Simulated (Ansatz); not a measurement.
**SiH3Cl + GeH2: a complex and its separated parts**

Aim: how far the complex at one end of a reaction step lies below its separated, relaxed parts, level by level.

The runs use Ansatz 0.2.0, Gaussian basis; PBE0-D4/def2-TZVP structures, single points in def2-TZVPP, no counterpoise correction.

Levels: SPW92, PBE-D4, BLYP-D4, r2SCAN-D4, B97M-V, PBE0-D4, B3LYP-D4, r2SCAN0-D4, BHLYP-D4, CAM-B3LYP-D4, wB97X-V, wB97M-V, B2PLYP, PBE-QIDH, RPA on PBE, Hartree-Fock, MP2, CCSD, CCSD(T).

Cores are frozen in the correlated methods. Filled d shells of the heavier atoms are correlated. B3LYP uses VWN-RPA correlation. B2PLYP carries no dispersion term here.

56 further runs of the same task are left out: 56 set aside as unsound or not needed.

### Step 1. The starting structure

The complex: 8 atoms, charge 0, spin multiplicity 1.

Atoms are counted from 1 here; the program's logs count them from 0.

Bond lengths: Si1–Cl3 2.093 Å, Si1–H6 1.475 Å, Si1–H7 1.475 Å, Si1–H8 1.482 Å, Ge2–Cl3 2.631 Å, Ge2–H4 1.588 Å, Ge2–H5 1.588 Å. Angles: Cl3–Si1–H6 107.5°, Cl3–Si1–H7 107.6°, Cl3–Si1–H8 104.8°, H6–Si1–H7 113.2°, H6–Si1–H8 111.6°, H7–Si1–H8 111.6°, Cl3–Ge2–H4 87.3°, Cl3–Ge2–H5 87.3°, H4–Ge2–H5 92.8°, Si1–Cl3–Ge2 90.0°.

Coordinates:

```xyz
8

Si   -0.0995   -0.0963    1.4990
Ge   -0.1960    0.7354   -1.7567
Cl    0.6434   -1.1638   -0.1410
H    -0.8324   -0.4120   -2.6517
H     1.2111    0.6320   -2.4858
H    -1.5555    0.0502    1.3113
H     0.6120    1.1951    1.5498
H     0.2169   -0.9406    2.6751
```

Its parts: SiH3Cl holds atoms 1, 3, 6, 7, 8; GeH2 holds atoms 2, 4, 5. Each part counts its atoms afresh in its own runs.

### Step 2. Relaxing SiH3Cl alone

Input file relax-a/in.yaml:

```yaml
crystal:
  periodic: [false, false, false]
  atoms:
    - {symbol: Si, position_ang: [-0.099505, -0.096300, 1.499032]}
    - {symbol: Cl, position_ang: [0.643439, -1.163771, -0.140989]}
    - {symbol: H, position_ang: [-1.555534, 0.050185, 1.311270]}
    - {symbol: H, position_ang: [0.611973, 1.195059, 1.549769]}
    - {symbol: H, position_ang: [0.216882, -0.940612, 2.675125]}
basis:
  gaussian: {orbitals: def2-TZVP}
hamiltonian: {xc: pbe0, dispersion: d4}
relax: {f_tol: 0.005, max_steps: 200}
```

Launch:

```bash
$ ansatz run in.yaml --threads 4 --pin off --events-out ev --progress --plain --max-ram 9574MiB
```

Further steps of the session: Relaxing GeH2 alone; SPW92/def2-TZVPP; PBE-D4/def2-TZVPP; BLYP-D4/def2-TZVPP; r2SCAN-D4/def2-TZVPP; B97M-V/def2-TZVPP; PBE0-D4/def2-TZVPP; B3LYP-D4/def2-TZVPP; r2SCAN0-D4/def2-TZVPP; BHLYP-D4/def2-TZVPP; CAM-B3LYP-D4/def2-TZVPP; wB97X-V/def2-TZVPP; wB97M-V/def2-TZVPP; B2PLYP/def2-TZVPP; PBE-QIDH/def2-TZVPP; RPA on PBE/def2-TZVPP; CCSD(T)/def2-TZVPP; Vibrations of SiH3Cl; Vibrations of GeH2.

**Question.** What will these runs give? Wanted: complex less parts, CCSD(T)/def2-TZVPP; with zero-point energy; largest T1 diagnostic.

The runs gave:

| quantity | value |
| --- | --- |
| complex less parts, CCSD(T)/def2-TZVPP | -0.314 eV |
| with zero-point energy | -0.225 eV |
| largest T1 diagnostic | 0.014 |

What this shows: At CCSD(T) the complex lies 0.314 eV below its parts. CAM-B3LYP-D4 is the best functional here (-0.027 eV from CCSD(T)); SPW92 is the worst (-0.425 eV). Mean unsigned error by rung: LDA 0.425, GGA 0.125, meta-GGA 0.094, hybrid 0.085, range-separated hybrid 0.042, double hybrid 0.056 eV. PBE-D4 gives a relative energy 0.179 eV too low, outside chemical accuracy (1 kcal/mol, 0.043 eV). No counterpoise was applied, and triple zeta lacks some correlation, so the CCSD(T) reference has a basis error of its own, and close matches with it are partly luck. The restricted Hartree–Fock reference is unstable towards an unrestricted one at one or more of these structures.
